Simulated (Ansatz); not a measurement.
# Li2H: the cost of one run

Method: DFT PBE, scalar-relativistic, plane waves, PAW, in Ansatz 0.2.0.

2 further runs of the same task are left out: 1 that didn't finish, 1 set aside as unsound or not needed.

## 1. Starting point

It takes space group P6_3/mmc (No. 194, hexagonal). Conventional cell: a = 2.809 Å, b = 2.809 Å, c = 10.246 Å, α = 90.00°, β = 90.00°, γ = 120.00°. Li (site symmetry 3m) is surrounded by 3 H at 2.05 Å. H (site symmetry -6m2) is surrounded by 6 Li at 2.05 Å.

Coordinates:

```xyz
6
Lattice="2.8086 0.0000 0.0000 -1.4043 2.4323 0.0000 0.0000 0.0000 10.2458" Properties=species:S:1:pos:R:3 pbc="T T T"
Li    0.0000    1.6216    3.8124
Li    1.4043    0.8108    8.9353
Li    0.0000    1.6216    1.3105
Li    1.4043    0.8108    6.4334
H     0.0000    0.0000    2.5615
H     0.0000    0.0000    7.6844
```

The cell was relaxed beforehand at this level, from a database cell with other species swapped in; it is a trial structure. At a tolerance of 0.05 Å it has space group P6_3/mmc (No. 194); it has 11.67 Å³/atom, an uncorrected energy of -0.20 eV/atom over the elements.

## 2. Electronic structure at the relaxed geometry

Contents of input.yaml:

```yaml
crystal:
  lattice:
    - [2.8086224313, 0.0, 0.0]
    - [-1.4043112156, 2.4323383751, 0.0]
    - [0.0, 0.0, 10.2458399619]
  atoms:
    - { symbol: Li, position: [0.3333333333, 0.6666666667, 0.3720945128] }
    - { symbol: Li, position: [0.6666666667, 0.3333333333, 0.8720945128] }
    - { symbol: Li, position: [0.3333333333, 0.6666666667, 0.1279054872] }
    - { symbol: Li, position: [0.6666666667, 0.3333333333, 0.6279054872] }
    - { symbol: H, position: [0.0, 0.0, 0.25] }
    - { symbol: H, position: [0.0, 0.0, 0.75] }
basis:
  ecutwfc: 420
kpoints:
  mp_grid: { grid: [15, 15, 4] }
  band_path:
    path:
      - [[0.0, 0.0, 0.0], [0.5, 0.0, 0.0], [0.33333333, 0.33333333, 0.0], [0.0, 0.0, 0.0], [0.0, 0.0, 0.5], [0.5, 0.0, 0.5], [0.33333333, 0.33333333, 0.5], [0.0, 0.0, 0.5]]
      - [[0.5, 0.0, 0.5], [0.5, 0.0, 0.0]]
      - [[0.33333333, 0.33333333, 0.5], [0.33333333, 0.33333333, 0.0]]
    npoints: 14
hamiltonian:
  xc: pbe
scf:
  occupations: { method: gaussian, width: 0.1 }
  n_extra_bands: 15
output:
  forces: true
  stress: true
  eigenvalues: true
  populations: true
  dos: { projected: true, de: 0.02, nscf_kmesh: { grid: [18, 18, 5] } }
  bader: true
  write_density: true
  write_potential: true
  elf: true
  volumetric_format: npy
```

The run is started by

```bash
ansatz run input.yaml --threads 1 --pin off --max-ram 2048MiB --backend cpu --events-out ev --progress --plain --runs-dir out
```

What time and memory should one allow on 1 thread of Arm Neoverse V2, shared host?

About 97 s, with a peak of 0.39 GiB.
